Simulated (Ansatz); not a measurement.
## AlRu, space group Pm-3m: a single point from an input typed as a dict, step by step

With Ansatz 0.2.0 through its Python package.

Notebook, run cell by cell (the value of a cell's last expression is shown):

```python
import ansatz as az
import numpy as np
```

```python
inputs = {
    "crystal": {
        "lattice": [[2.9916, 0.0, 0.0], [0.0, 2.9916, 0.0], [0.0, 0.0, 2.9916]],
        "atoms": [
            {"symbol": "Al", "position": [0.0, 0.0, 0.0]},
            {"symbol": "Ru", "position": [0.5, 0.5, 0.5]},
        ],
    },
    "kpoints": {"mp_grid": {"kspacing": 0.3}},
    "hamiltonian": {
        "xc": "pbesol",
        "hubbard": {
            "sites": [{"species": "Ru", "l": "d", "u_eff": 6.0}],
            "double_counting": "amf",
        },
    },
    "scf": {"occupations": {"method": "cold", "width": 0.15}},
    "basis": {"ecutwfc": "420 eV"},
    "output": {"forces": True, "stress": True, "eigenvalues": True},
}
```

```python
out = az.Session.from_dict(inputs).plan(threads=1).execute()
summary = out.report

summary["n_kpoints"], summary["n_symmetry_ops"], summary["n_pw"]
```

    (35, 48, 485)

```python
summary["converged"], summary["free_energy_ev"]
```

    (True, -6342.5401635952385)

```python
print("%-22s %14.5f eV" % ("F = E - TS", summary["free_energy_ev"]))
print("%-22s %14.5f eV" % ("E", summary["internal_energy_ev"]))
print("%-22s %14.5f eV" % ("Harris-Foulkes", summary["harris_foulkes_ev"]))
print("%-22s %14.5f eV" % ("Fermi level", summary["fermi_energy_ev"]))
```

    F = E - TS                -6342.54016 eV
    E                         -6342.54592 eV
    Harris-Foulkes            -6342.54016 eV
    Fermi level                  15.82433 eV

```python
print("pressure by term (GPa)")
for term, tensor in summary["stress_terms_gpa"].items():
    if np.any(tensor):
        print(f"  {term:28s} {np.trace(np.array(tensor)) / 3:12.3f}")
print(f"  {'total':28s} {np.trace(np.array(summary['stress_gpa'])) / 3:12.3f}")
```

    pressure by term (GPa)
      kinetic                          2168.698
      hartree                          1274.339
      ewald                           -3979.084
      local_pseudopotential             340.266
      nonlocal_pseudopotential           99.554
      augmentation                      503.456
      nlcc                             -164.680
      hubbard                            -4.156
      xc                               -239.692
      augmentation_tail                  -0.001
      scf_correction                     -0.001
      pulay_correction                    0.053
      total                              -1.249

These settings explore the input space; cutoff and mesh may be short of convergence. The run is spin-unpolarised. The negative TS is no error: cold and Methfessel-Paxton smearing have a generalised entropy. U, its shell and the double counting are chosen to explore, and aren't derived for this compound. The mesh is modest for a metal, so energies can be off by several to tens of meV an atom and pressures by half a GPa or more; differences at equal mesh fare better. An absolute Fermi energy rests on an arbitrary zero of the periodic potential and has no direct meaning. A Hubbard U without spin forces both spins into the same orbitals, which can open a gap or pick a state that a spin-polarised run wouldn't. Pressure is positive in compression. The starting cell is as deposited in a crystallographic database; the results hold for this polymorph, which needn't be the stable one. Wall time of the script: 2 s on 1 thread of Arm Neoverse V2 (shared host), peak memory 0.34 GiB.

(Lines on the test bed's own set-up are left out of the output.)
